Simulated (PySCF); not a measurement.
# S+: excitation energy in aug-cc-pCVQZ-DK

Aim: the excitation energy of sulfur from differences of total energies, at each level of theory, and how far each lands from the tabulated value where there is one.

The numbers are computed with PySCF 2.14.0 (unrestricted determinants in a Gaussian basis, no spin-orbit coupling in the energies), except any that are marked as measured or tabulated.

## 1. The system

```
Element                                   : sulfur (Z = 16)
Basis                                     : aug-cc-pCVQZ-DK (10s9p7d5f3g, 134 functions)
Hamiltonian                               : scalar relativity by spin-free X2C-1e
State 1                                   : S+: [Ne] 3s1 3p3 4s1, high-spin 6S determinant (an excited configuration)
Needed too, but not shown                 : S+ [Ne] 3s2 3p3 (4S)
Methods                                   : UHF, LDA, PBE, PBE0, r2SCAN, M06-2X, MP2
Core shells frozen in the correlated runs : valence: [Ne]; valence and next inner shell: 1s2; all electrons: nothing (for S+)
```

Outer shells as boxes (Hund's rule):

S+ [Ne] 3s1 3p3 4s1
```
[Ne] core
3s [↑ ]
3p [↑ ][↑ ][↑ ]
4s [↑ ]
```

The runs were made by one driver on top of PySCF. The scripts below sum up each run's settings (the driver also hands on starting orbitals that pick excited configurations, and frozen orbitals as a list rather than a count), and the logs come from the driver's own runs. The driver starts from symmetry-adapted Hartree-Fock orbitals, holds the occupation by maximum overlap and uses a logarithmic radial grid for functionals, so a plain start would take other cycles.

The integrals over 134 functions and the set-up took 3.8 s of CPU time.

## 2. S+ [Ne] 3s1 3p3 4s1, method by method

#### UHF

The input, input.py:

```python
from pyscf import gto, scf, dft, mp, cc
import basis_set_exchange as bse
mol = gto.M(atom="S 0 0 0", charge=1, spin=5, symmetry="D2h",
            basis=gto.basis.parse(bse.get_basis("aug-cc-pCVQZ-DK", elements=["S"], fmt="nwchem")),
            nucmod="G")
mf = scf.UHF(mol).sfx2c1e()
mf.irrep_nelec = {'Ag': (4, 2), 'B1u': (2, 1), 'B2u': (2, 1), 'B3u': (2, 1)}
mf.kernel()
```

#### LDA

input.py differs from the last one in:

```diff
@@ -5,3 +5,3 @@
             nucmod="G")
-mf = scf.UHF(mol).sfx2c1e()
+mf = dft.UKS(mol, xc="LDA,VWN").sfx2c1e()
 mf.irrep_nelec = {'Ag': (4, 2), 'B1u': (2, 1), 'B2u': (2, 1), 'B3u': (2, 1)}
```

#### PBE

input.py differs from the last one in:

```diff
@@ -5,3 +5,3 @@
             nucmod="G")
-mf = dft.UKS(mol, xc="LDA,VWN").sfx2c1e()
+mf = dft.UKS(mol, xc="PBE").sfx2c1e()
 mf.irrep_nelec = {'Ag': (4, 2), 'B1u': (2, 1), 'B2u': (2, 1), 'B3u': (2, 1)}
```

#### PBE0

input.py differs from the last one in:

```diff
@@ -5,3 +5,3 @@
             nucmod="G")
-mf = dft.UKS(mol, xc="PBE").sfx2c1e()
+mf = dft.UKS(mol, xc="PBE0").sfx2c1e()
 mf.irrep_nelec = {'Ag': (4, 2), 'B1u': (2, 1), 'B2u': (2, 1), 'B3u': (2, 1)}
```

#### r2SCAN

input.py differs from the last one in:

```diff
@@ -5,3 +5,3 @@
             nucmod="G")
-mf = dft.UKS(mol, xc="PBE0").sfx2c1e()
+mf = dft.UKS(mol, xc="R2SCAN").sfx2c1e()
 mf.irrep_nelec = {'Ag': (4, 2), 'B1u': (2, 1), 'B2u': (2, 1), 'B3u': (2, 1)}
```

#### M06-2X

input.py differs from the last one in:

```diff
@@ -5,3 +5,3 @@
             nucmod="G")
-mf = dft.UKS(mol, xc="R2SCAN").sfx2c1e()
+mf = dft.UKS(mol, xc="M062X").sfx2c1e()
 mf.irrep_nelec = {'Ag': (4, 2), 'B1u': (2, 1), 'B2u': (2, 1), 'B3u': (2, 1)}
```

#### MP2 (valence)

input.py differs from the last one in:

```diff
@@ -5,4 +5,5 @@
             nucmod="G")
-mf = dft.UKS(mol, xc="M062X").sfx2c1e()
+mf = scf.UHF(mol).sfx2c1e()
 mf.irrep_nelec = {'Ag': (4, 2), 'B1u': (2, 1), 'B2u': (2, 1), 'B3u': (2, 1)}
 mf.kernel()
+mp.UMP2(mf, frozen=5).kernel()
```

#### MP2 (valence and next inner shell)

input.py differs from the last one in:

```diff
@@ -8,2 +8,2 @@
 mf.kernel()
-mp.UMP2(mf, frozen=5).kernel()
+mp.UMP2(mf, frozen=1).kernel()
```

#### MP2 (all electrons)

input.py differs from the last one in:

```diff
@@ -8,2 +8,2 @@
 mf.kernel()
-mp.UMP2(mf, frozen=1).kernel()
+mp.UMP2(mf, frozen=0).kernel()
```

What does the calculation give?

**Answer**, as computed:

```
                                quantity                                      value
excitation energy, S+ → [Ne] 3s1 3p3 4s1  UHF 18.584, MP2 (all electrons) 20.481 eV
```

What this shows: The methods span 2.421 eV, from UHF (18.584) to SCS-MP2 (valence and next inner shell) (21.005). No reference value is at hand in this session. All values hold for this basis alone; no basis-set limit was taken.
